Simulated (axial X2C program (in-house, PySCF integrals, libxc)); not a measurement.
**Linear HInH at several levels**

An exercise on one series of results from a longer session: the logs are not shown, and one member is left open.

Computed with an in-house X2C program for linear molecules on PySCF integrals. Level: all-electron X2C, two-component (2c) or spin-free, H dyall-v3z, In dyall-v3z.

All values are calculated.

2 further runs of the same task are left out: 2 set aside as unsound or not needed.

Set-up of the first run:

Contents of task.json:

```json
{"zs": [1, 49, 1], "q": 0, "bas": ["dyall-v3z", "dyall-v3z", "dyall-v3z"], "r0": [1.74, 1.74], "symm": 1, "scan": ["PBE0", "HF", "PBE"], "levels": ["PBE0", "HF", "TPSSh"], "nst": 2}
```

Keys: zs atomic numbers; q charge; bas basis sets; r0 starting distance in Å; symm equal bonds; scan levels of the two-bond scan (MP2 follows by itself at each HF point); levels methods; nst determinants followed.

The run is started by

```
python solin.py task.json out
```

Masses H 1.008, In 114.904, H 1.008 u.

Steps of the session up to this table: Scan at PBE0, 2c; Scan at HF, 2c; Scan at PBE, 2c.

One table of the session follows, with a row left open; its other results are not shown here.

```
          level  r(H–In) (Å)  r(In–H) (Å)  lower stretch (cm⁻¹)  upper stretch (cm⁻¹)
       PBE0, 2c        1.665        1.665                1955.2                2008.2
         HF, 2c        1.676        1.676                1997.0                2034.6
        PBE, 2c        1.676        1.676                1889.7                1951.6
        MP2, 2c        1.650        1.650                2002.5                2048.7
PBE0, spin-free        1.665        1.665                1956.7                2012.3
  HF, spin-free        1.676        1.676                1999.8                2039.3
 PBE, spin-free        1.675        1.675                1891.4                1956.1
 MP2, spin-free            ?            ?                     ?                     ?
```

**Question.** Estimate the row for MP2, spin-free.

The run gave: r(H–In) (Å): 1.650; r(In–H) (Å): 1.650; lower stretch (cm⁻¹): 2003.4; upper stretch (cm⁻¹): 2052.0.

Scans not shown above were run alike.

MP2 freezes inner shells (threshold -2 hartree). The molecule was held linear; bending was not examined, so a bent shape may lie lower. Note: functional without a current term on a determinant with orbital currents, of the molecule or an atom.
